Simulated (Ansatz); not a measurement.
LaCu2, space group P6/mmm: relaxations under a series of pressures, run with Ansatz's Python interface.

`lacu2.py`:
```python
# -*- coding: utf-8 -*-
"""Cell of LaCu2 under pressure."""

import ansatz
import numpy as np

def edges_and_angles(cell):
    cell = np.asarray(cell)
    a, b, c = np.linalg.norm(cell, axis=1)
    cosines = cell[1] @ cell[2] / (b * c), cell[0] @ cell[2] / (a * c), cell[0] @ cell[1] / (a * b)
    return (a, b, c, *np.degrees(np.arccos(cosines)))

system = (
    ansatz.Lattice.of((4.345, 0.0, 0.0), (-2.1725, 3.76288, 0.0), (0.0, 0.0, 3.819))
    .atom("La", (0.0, 0.0, 0.0))
    .atom("Cu", (1 / 3, 2 / 3, 0.5))
    .atom("Cu", (2 / 3, 1 / 3, 0.5))
)

calculation = (
    system.calculation()
    .functional("r2scan")
    .basis(600)  # cutoff of the orbital basis
    .kpoints(spacing=0.2)
    .occupations(ansatz.OccupationsMethod.FERMI_DIRAC, width=0.15)  # fractional filling near the Fermi level
)

# H = F + PV, with 1 GPa A^3 = 1/160.21766 eV
rows = []
for pressure in [0, 10, 20, 30, 40]:
    res = calculation.relax(cell=True, pressure=pressure, force_tolerance=0.01).run(threads=1)
    cell = res.lattice.cell_ang
    n_atoms = len(res.lattice.sites)
    volume = abs(np.linalg.det(cell)) / n_atoms
    enthalpy = res.report["free_energy_ev"] / n_atoms + pressure * volume / 160.21766
    rows.append((pressure, volume, enthalpy, *edges_and_angles(cell)))
    print(f"{pressure} GPa done: {volume:.4f} A^3/atom")

print(" P (GPa)  V (A^3/atom)  H (eV/atom)     a       b       c")
for row in rows:
    print("{:8.1f} {:12.4f} {:14.5f} {:7.4f} {:7.4f} {:7.4f}".format(*row[:6]))
p, v = np.array([row[0] for row in rows], float), np.array([row[1] for row in rows])
print("mean bulk modulus between rows (GPa):", np.round(-np.diff(p) / np.diff(np.log(v)), 1))
```

How far does the cell shrink over this series of pressures, and what bulk modulus does the first step imply?

The volume falls from 20.66 Å³ an atom at 0 GPa to 14.52 at 40 GPa, by 29.7 %. Between 0 and 10 GPa, -V dP/dV is about 84 GPa, a mean over that step.

The output:

```console
$ python lacu2.py
0 GPa done: 20.6601 A^3/atom
10 GPa done: 18.3373 A^3/atom
20 GPa done: 16.4798 A^3/atom
30 GPa done: 15.3182 A^3/atom
40 GPa done: 14.5161 A^3/atom
 P (GPa)  V (A^3/atom)  H (eV/atom)     a       b       c
     0.0      20.6601    -6509.26986  4.3022  4.3022  3.8668
    10.0      18.3373    -6508.05853  4.2204  4.2204  3.5663
    20.0      16.4798    -6506.97344  4.2536  4.2536  3.1552
    30.0      15.3182    -6505.98356  4.2363  4.2363  2.9568
    40.0      14.5161    -6505.05384  4.2019  4.2019  2.8481
mean bulk modulus between rows (GPa): [ 83.8  93.6 136.8 185.9]
```

Reading the output:
- Absolute energies stand on the zero of these potentials, so only differences at equal settings mean something.
- At a fixed pressure a relaxation lowers the enthalpy F + PV, while F alone can rise.
- The smearing is wide enough that free energy and stress hold a thermal part of the electrons.
- The starting cell is as deposited in a crystallographic database; the results hold for this polymorph, which needn't be the stable one.
- Symmetry holds the cell in this phase, whether or not it is the stable one at each pressure.
- It ran for 13 min on 1 thread of Arm Neoverse V1, on a shared host, peak memory 0.76 GiB.
